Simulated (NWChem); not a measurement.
# C3H6F2 (1,3-difluoropropane) at B3LYP/def2-SVP

What is the electronic atomisation energy of C3H6F2 (1,3-difluoropropane) at B3LYP/def2-SVP? 

The calculation is run with NWChem 7.3.0.

4 further runs of the same task are left out: 1 that didn't finish, 3 set aside as unsound or not needed.

## (1) The structure to begin with

The species is C3H6F2 (11 atoms), meant as a singlet with charge 0. As SMILES, `FCCCF`. The coordinates come from a PBE0-D4/def2-TZVP relaxation. This is one conformer, not always the lowest.

Bond lengths: F1–C2 1.383 Å, C2–C3 1.509 Å, C3–C4 1.507 Å, C4–F5 1.386 Å, C2–H6 1.096 Å, C2–H7 1.093 Å, C3–H8 1.093 Å, C3–H9 1.095 Å, C4–H10 1.095 Å, C4–H11 1.093 Å. Some angles: F1–C2–C3 109.8°, C2–C3–C4 112.4°, C3–C4–F5 110.3°, F1–C2–H6 107.7°, F1–C2–H7 107.9°, C3–C2–H6 111.1°, C3–C2–H7 111.3°, C2–C3–H8 109.6°, C2–C3–H9 109.3°, C4–C3–H8 109.6°.

## (2) A single-point energy at B3LYP/def2-SVP (run 1)

Input file mol.nw:

```
start mol
title "C3H6F2"
memory total 2200 mb

geometry noautosym nocenter noautoz
  F       -1.964400       1.432700      -0.107100
  C       -0.715300       1.000700       0.300600
  C       -0.375000      -0.298800      -0.387800
  C        0.967500      -0.838200       0.034700
  F        1.975600       0.040200      -0.331200
  H       -0.744500       0.875300       1.388600
  H        0.008000       1.781800       0.054100
  H       -0.388200      -0.154300      -1.471600
  H       -1.138100      -1.046200      -0.147100
  H        1.026200      -0.968100       1.120800
  H        1.173400      -1.798000      -0.445900
end

basis spherical bse
  F library def2-SVP
  C library def2-SVP
  H library def2-SVP
end

dft
  xc b3lyp
  mult 1
  grid lebedev 75 11
  convergence energy 1e-08
  maxiter 100
  mulliken
  noprint "final vectors analysis"
end

task dft energy
```

On the command line:

```sh
$ nwchem mol.nw > mol.out
```

The program printed:

```text
[...]
          Wavefunction type:  closed shell.
          No. of atoms     :    11
          No. of electrons :    42
[...]
          Charge           :     0
          Spin multiplicity:     1
[...]
          AO basis - number of functions:   100
[...]
              XC Information
              --------------
                         B3LYP Method XC Potential
                     Hartree-Fock (Exact) Exchange  0.200
                        Slater Exchange Functional  0.800 local
                    Becke 1988 Exchange Functional  0.720 non-local
              Lee-Yang-Parr Correlation Functional  0.810
                  VWN I RPA Correlation Functional  0.190 local
[...]
 d= 0,ls=0.0,diis     1   -317.2731581014 -5.02D+02  1.53D-02  7.81D-01     2.4
[...]
 d= 0,ls=0.0,diis    10   -317.3629300535 -5.81D-10  7.04D-08  1.14D-10    18.1
         Total DFT energy =     -317.362930053498
      One electron energy =     -802.531308446299
           Coulomb energy =      340.146491518607
    Exchange-Corr. energy =      -39.481655405947
 Nuclear repulsion energy =      184.503542280142
[...]
      Total Density - Mulliken Population Analysis
     ---------------------------------------------
    Atom       Charge   Shell Charges
 -----------   ------   -------------------------------------------------------
    1 F    9     9.28   1.99  1.13  0.80  3.35  2.00  0.01
    2 C    6     5.72   1.99  0.93  0.09  2.04  0.60  0.07
    3 C    6     6.05   1.98  0.92  0.11  2.16  0.84  0.04
    4 C    6     5.73   1.99  0.93  0.09  2.04  0.61  0.07
    5 F    9     9.28   1.99  1.13  0.80  3.35  2.00  0.01
    6 H    1     1.00   0.77  0.21  0.02
    7 H    1     0.99   0.76  0.20  0.02
    8 H    1     0.97   0.75  0.20  0.02
    9 H    1     0.98   0.75  0.21  0.02
   10 H    1     1.00   0.77  0.21  0.02
[...]
```

It took 19 s on 1 thread of Intel Xeon Platinum 8375C at 2.90GHz (Ice Lake), shared host; peak memory 0.11 GiB.

## (3) The C atom (run 2)

Input file test.nw:

```
start test
memory 2200 mb
geometry units angstrom noautosym nocenter noautoz
   C     0.000000    0.000000    0.000000
end
basis "ao basis" spherical bse
   * library def2-SVP
end
dft
   xc b3lyp
   mult 3
   grid lebedev 75 11
   convergence energy 1e-08
   iterations 100
   mulliken
   print low
end
task dft energy
```

Run the same way, it converges to -37.81406 Eh (log not shown).

## (4) The F atom, same level (run 3)

Input file test.nw:

```
start test
title "F"
memory total 2200 mb
geometry noautosym nocenter noautoz
  F        0.000000       0.000000       0.000000
end
basis spherical bse
  F library def2-SVP
end
dft
  xc b3lyp
  mult 2
  grid lebedev 75 11
  convergence energy 1e-08
  maxiter 100
  mulliken
  print low
end
task dft energy
```

Run the same way, it converges to -99.64047 Eh (log not shown).

## (5) The H atom, same level (run 4)

Input file job.nw:

```
start job
title "H"
memory 2200 mb

geometry units au noautosym nocenter noautoz
H    0.00000000   0.00000000   0.00000000
end

basis spherical bse
* library def2-SVP
end

dft
xc b3lyp
mult 2
grid lebedev 75 11
convergence energy 1e-08
iterations 100
mulliken
noprint "final vectors analysis"
end

task dft
```

Run the same way, it converges to -0.50126 Eh (log not shown).

## (6) The series

```csv
run,level,partner,energy (Eh),wall time
1,B3LYP/def2-SVP,base,-317.362930,19 s
2,UB3LYP/def2-SVP,atoms,-37.814061,0.72 s
3,UB3LYP/def2-SVP,atoms,-99.640474,0.72 s
4,UB3LYP/def2-SVP,atoms,-0.501259,0.64 s
```

## (7) What came out

Level: B3LYP/def2-SVP.

```
                     quantity        value
         H atom: total energy  -0.50126 Eh
                 H atom: ⟨S²⟩        0.750
electronic atomisation energy    44.416 eV
```

Taking the molecule apart into free atoms costs 44.42 eV (1024 kcal/mol), before zero-point energy and without spin-orbit coupling. All runs together took 21 s, the longest 19 s.
